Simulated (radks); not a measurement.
# Taking charge from the 4s level of Sr in fractions

What happens to E and to the 4s eigenvalue of Sr when a fraction of an electron is removed? The exact functional would give straight lines between whole numbers for a frontier level.

Method: scalar-relativistic Kohn-Sham, BLYP, spin-unpolarised, spherical densities, finite nucleus. Code: radks (a radial shooting solver on a logarithmic mesh, Libxc functionals) version 1.

### 1 Starting point

* element: strontium (Z = 38)
* charge: 0
* electrons: 38
* configuration: [Kr] 5s2
* nuclear rms radius: 4.224 fm

The outer shells:

Sr
```
[Kr] core
5s [↑↓]
```

### 2 Start: [Kr] 5s2

The run's settings:

```text
Z 38
configuration [Kr] 5s2
relativity scalar-relativistic
functional b88,lyp
spin unpolarised
nucleus finite rms 4.224 fm
c 137.035999084
```

### 3 0.25 electron removed from 4s

Input: that of step 2 with these lines changed.

```diff
@@ -1,3 +1,3 @@
 Z 38
-configuration [Kr] 5s2
+configuration [Ar] 3d10 4s1.75 4p6 5s2
 relativity scalar-relativistic
```

### 4 0.5 electron removed from 4s

The run's settings:

```text
Z 38
configuration [Ar] 3d10 4s1.5 4p6 5s2
relativity scalar-relativistic
functional b88,lyp
spin unpolarised
nucleus finite rms 4.224 fm
c 137.035999084
```

### 5 0.75 electron removed from 4s

The run's settings:

```text
Z 38
configuration [Ar] 3d10 4s1.25 4p6 5s2
relativity scalar-relativistic
functional b88,lyp
spin unpolarised
nucleus finite rms 4.224 fm
c 137.035999084
```

### 6 1 electron removed from 4s

The run's settings:

```text
Z 38
configuration [Ar] 3d10 4s1 4p6 5s2
relativity scalar-relativistic
functional b88,lyp
spin unpolarised
nucleus finite rms 4.224 fm
c 137.035999084
```

Before running it: what results should come out? Wanted: for each run, removed; E − E(0); eigenvalue; E minus straight line.

As calculated:

| removed (e) | E − E(0) (eV) | eigenvalue (eV) | E minus straight line (eV) |
| --- | --- | --- | --- |
| 0 | 0.000 | -40.634 | 0.000 |
| 0.25 | 10.527 | -43.620 | -1.168 |
| 0.5 | 21.816 | -46.723 | -1.575 |
| 0.75 | 33.893 | -49.926 | -1.194 |
| 1 | 46.781 | -53.218 | 0.000 |

In words: Removing the whole electron costs 46.781 eV, against 40.634 eV from minus the starting eigenvalue. Slater's transition state, half an electron removed, gives 46.723 eV. The trapezoid integral of minus the eigenvalue gives 46.798 eV over the range, against 46.781 eV from the energies (Janak's theorem; approximate here, since the scalar-relativistic density holds large components alone). The eigenvalue moves by 12.6 eV per electron. E bends below the straight line by 1.58 eV at 0.5 electron removed.
